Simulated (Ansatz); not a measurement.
**PdS (triplet): from a generated start to a stationary point**

Where does this start of PdS (triplet) end when it is relaxed?

Program: Ansatz 0.2.0, Gaussian basis. Level of theory: UKS PBE0/def2-TZVP. These are calculated values, not measurements.

## Step 1: Starting geometry

2 atoms, charge 0, spin multiplicity 3.

Atoms are counted from 1 here; the program's logs count them from 0.

Bond lengths: Pd1–S2 2.440 Å.

Geometry (Å):

```xyz
2
PdS
Pd    0.0000    0.0000    0.0000
S     0.0000    0.0000    2.4400
```

The start is set by covalent radii. Sticks and bond lists go by distance. No spin-orbit coupling is included. Elements past krypton take def2 core potentials.

## Step 2: Relaxation

in.yaml reads:

```yaml
crystal:
  periodic: [false, false, false]
  atoms:
    - {symbol: Pd, position_ang: [0.000000, 0.000000, 0.000000]}
    - {symbol: S, position_ang: [0.000000, 0.000000, 2.440000]}
basis:
  gaussian: {orbitals: def2-TZVP}
magnetization: {spin_polarized: true, initial_magnetization: 2}
hamiltonian: {xc: pbe0}
relax: {f_tol: 0.004, max_steps: 80}
```

Launch:

```
ansatz run in.yaml --threads 1 --pin off --events-out ev --progress --plain --max-ram 2176MiB
```

Q: Predict the outcome of this session. Wanted: energy gained; shift from the start; total energy; dipole moment; ⟨S²⟩.

**Answer**, as computed:

```
                  quantity           value
                     steps               4
             energy gained        0.627 eV
shift from the start (rms)         0.172 Å
              total energy  -14311.4154 eV
             dipole moment          2.84 D
                      ⟨S²⟩           2.013
```

What this shows: The bonds of the start are those of the end. Pd1–S2 went from 2.440 to 2.095 Å. No vibrations were run, so this is a stationary point, not a proven minimum, and this spin need not be the ground state's.
